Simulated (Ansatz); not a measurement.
Task: a convergence test of the plane-wave cutoff of PtSe₂, space group P-3m1, with the Ansatz DFT code, driven from Python. Give the script and its output. Settings (first run): LDA, PAW, cutoff 300 eV, 9×9×6 k-points, Gaussian smearing of 0.1 eV. The script varies cutoff (eV): 300, 400, 500, 600, 700.

```xyz
3
Lattice="3.7240 0.0000 0.0000 -1.8620 3.2251 0.0000 0.0000 0.0000 5.0620" Properties=species:S:1:pos:R:3 pbc="T T T"
Pt    0.0000    0.0000    0.0000
Se    0.0000    2.1501    1.2655
Se    1.8620    1.0750    3.7965
```

`ecut_ptse2.py`
```python
# -*- coding: utf-8 -*-
"""Cutoff test for PtSe2."""

from dataclasses import dataclass
import csv
import warnings

import ansatz as az


@dataclass
class Settings:
    functional: str = "LDA"
    mesh: tuple[int, ...] = (9, 9, 6)
    smearing: str = "Gaussian"


cfg = Settings()

warnings.simplefilter("ignore", az.DeckWarning)

structure = (
    az.Lattice.from_parameters(3.724, 3.724, 5.062, alpha=90.0, beta=90.0, gamma=120.0)
    .atom("Pt", [0.0, 0.0, 0.0])
    .atom("Se", [1 / 3, 2 / 3, 0.25])
    .atom("Se", [2 / 3, 1 / 3, 0.75])
)

base = (
    structure.calculation()
    .functional(cfg.functional)
    .kpoints(mesh=cfg.mesh)
    .occupations(cfg.smearing)
)

rows = []
for value in [300, 400, 500, 600, 700]:
    data = base.basis(value).run(threads=1).report
    rows.append((value, data["free_energy_ev"] / len(data["lattice"]["sites"]), data["n_iterations"], data["n_pw"]))

with open("ecut.csv", "w", newline="") as handle:
    writer = csv.writer(handle)
    writer.writerow(["cutoff (eV)", "F/atom (eV)", "iterations", "plane waves"])
    writer.writerows([round(v, 5) if isinstance(v, float) else v for v in row] for row in rows)

# differences from the last row
for row in rows[:-1]:
    shift = 1000 * (row[1] - rows[-1][1])
    print(f"{row[0]}: {shift:+.2f} meV/atom" + ("  (within 5 meV)" if abs(shift) < 5 else ""))
```

Output of `python ecut_ptse2.py`:
```text
300: +76.45 meV/atom
400: +1.88 meV/atom  (within 5 meV)
500: +0.47 meV/atom  (within 5 meV)
600: +0.15 meV/atom  (within 5 meV)
```

File `ecut.csv` afterwards:
```csv
cutoff (eV),F/atom (eV),iterations,plane waves
300,-7670.8411,6,711
400,-7670.91567,6,1121
500,-7670.91708,6,1543
600,-7670.91741,6,2043
700,-7670.91755,6,2529
```

From 400 eV on it stays within 5 meV an atom of the value at 700 eV; the first row (300 eV) is off by 76.4 meV and the last but one by 0.15 meV. The energy falls steadily, as expected when plane waves are added. The last run costs about 3.2 times the first.

Reading the output:
- For a metal this k-point mesh is coarse: on a finer one energies can move by several to tens of meV an atom and pressures by half a GPa or more, differences at one mesh by less.
- Of the deposited cell: the entry's cell lengths or inner coordinates differ somewhat from later room-temperature determinations.
- Spin-orbit coupling, which matters for elements this heavy, is left out.
- The structure is a deposited one; some such entries were measured under pressure or heat, so a shift against it needn't be the functional's error alone.
- Shifts are counted from the last row, which is itself no proven limit.
- The script silences the warnings on its input, which a real study should read.
- Timing: 27 s on 1 thread of Arm Neoverse V1 (shared host), peak memory 0.49 GiB.
